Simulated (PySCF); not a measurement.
# Changing the system itself: HBr

How does HBr answer to another spin, charge, distance or environment?

Method: method and basis as typed in the scripts; program: PySCF 2.14.0.

3 further runs of the same task are left out: 3 that didn't finish.

### Step 1. Starting geometry

HBr: 2 atoms, charge 0, spin multiplicity 1.

Bond lengths: H1–Br2 1.435 Å.

### Step 2. Base script

The input, input.py:

```python
from pyscf import gto, scf, cc

mol = gto.M(
    atom='H 0 0 0; Br 0 0 1.435',
    basis='6-31g',
    charge=0,
    spin=0,
    symmetry=True,
    verbose=4,
)
mf = scf.RHF(mol)
mf.kernel()
mycc = cc.CCSD(mf)
mycc.kernel()
e = mycc.eeccsd(nroots=6)[0]
print('roots (eV) =', (e*27.211386).round(3))
mf.dip_moment()
print('orbital energies (hartree):', mf.mo_energy[..., max(0, mol.nelec[1]-3):mol.nelec[0]+3].round(4))
```

The run is started by

```console
$ OMP_NUM_THREADS=1 python input.py
```

The log of this run is left out.

In short: E(SCF) = -2572.619725 Eh, 8 cycles, E(CCSD) − E(SCF) = -0.19801 Eh, μ = 1.42 D, excitation roots 6.572, 6.572, 6.572, 6.572, 6.572 eV.

The bond length is a typed value, not an optimised one.

### Step 3. Bond 1.392 Å

Run 1 changes bond length: 1.435 Å → 1.392 Å.

The input, input.py:

```python
from pyscf import gto, scf, cc

mol = gto.M(
    atom='H 0 0 0; Br 0 0 1.392',
    basis='6-31g',
    charge=0,
    spin=0,
    symmetry=True,
    verbose=4,
)
mf = scf.RHF(mol)
mf.kernel()
mycc = cc.CCSD(mf)
mycc.kernel()
e = mycc.eeccsd(nroots=6)[0]
print('roots (eV) =', (e*27.211386).round(3))
mf.dip_moment()
print('orbital energies (hartree):', mf.mo_energy[..., max(0, mol.nelec[1]-3):mol.nelec[0]+3].round(4))
```

The run is started by

```console
$ OMP_NUM_THREADS=1 python input.py
```

### Step 4. Quintet (UHF)

Run 2 changes spin (2S): 0 → 4; SCF type: RHF → UHF.

The input, input.py:

```python
from pyscf import gto, scf, cc

mol = gto.M(
    atom='H 0 0 0; Br 0 0 1.435',
    basis='6-31g',
    charge=0,
    spin=4,
    symmetry=True,
    verbose=4,
)
mf = scf.UHF(mol)
mf.kernel()
mycc = cc.CCSD(mf)
mycc.kernel()
e = mycc.eeccsd(nroots=6)[0]
print('roots (eV) =', (e*27.211386).round(3))
mf.dip_moment()
print('orbital energies (hartree):', [e[max(0, n-3):n+3].round(4) for e, n in zip(mf.mo_energy, mol.nelec)])
```

### Step 5. Charge -1 (doublet, UHF)

Run 3 changes charge: 0 → -1; spin (2S): 0 → 1; SCF type: RHF → UHF.

The input, input.py:

```python
from pyscf import gto, scf, cc

mol = gto.M(
    atom='H 0 0 0; Br 0 0 1.435',
    basis='6-31g',
    charge=-1,
    spin=1,
    symmetry=True,
    verbose=4,
)
mf = scf.UHF(mol)
mf.kernel()
mycc = cc.CCSD(mf)
mycc.kernel()
e = mycc.eeccsd(nroots=6)[0]
print('roots (eV) =', (e*27.211386).round(3))
mf.dip_moment()
print('orbital energies (hartree):', [e[max(0, n-3):n+3].round(4) for e, n in zip(mf.mo_energy, mol.nelec)])
```

### Step 6. Electric field 0.001 a.u.

Run 4 changes electric field: none → 0.001 a.u.; point-group symmetry: on → off.

input.py, as its differences from that of step 2:

```diff
@@ -7,3 +7,2 @@
     spin=0,
-    symmetry=True,
     verbose=4,
@@ -11,2 +10,7 @@
 mf = scf.RHF(mol)
+field = 0.001  # electric field along z, atomic units
+h = mf.get_hcore() + field*mol.intor('int1e_r')[2]
+mf.get_hcore = lambda *args: h
+e_nuc = mol.energy_nuc() - field*mol.atom_charges() @ mol.atom_coords()[:, 2]
+mf.energy_nuc = lambda *args: e_nuc
 mf.kernel()
```

Before running it: what results should come out? Wanted: for each run, E(SCF); from base; gap, α spin; SCF dipole; after the SCF.

As calculated:

| run | E(SCF) (hartree) | from base (eV) | cycles | gap, α spin (eV) | SCF dipole (D) | after the SCF |
| --- | --- | --- | --- | --- | --- | --- |
| base | -2572.619725 | 0 | 8 | 15.48 | 1.42 | CCSD correlation -5.388 eV, first root 6.57 eV |
| bond 1.392 Å | -2572.619321 | +0.0110 | 8 | 15.87 | 1.44 | CCSD correlation -5.357 eV, first root 6.98 eV |
| quintet (UHF) | -2571.924722 | +18.9120 | 10 | 7.99 | 1.38 | CCSD correlation -4.934 eV, first root -12.76 eV |
| charge -1 (doublet, UHF) | -2572.507133 | +3.0638 | 9 | 14.99 | n/a | CCSD correlation -5.225 eV, first root 2.00 eV |
| electric field 0.001 a.u. | -2572.619174 | +0.0150 | 8 | 15.46 | 1.38 | CCSD correlation -5.390 eV, first root 6.55 eV |

Of the runs whose energies can be compared, “quintet (UHF)” moves the SCF energy most (+18.912 eV). The quintet solution found lies 18.91 eV above the base singlet at this geometry and level. At the SCF level, adding an electron (to the doublet) costs 3.06 eV at fixed geometry; correlation, diffuse functions and relaxation can still bind it. The dearest run is “quintet (UHF)”, at 8.8 s against 2.6 s.
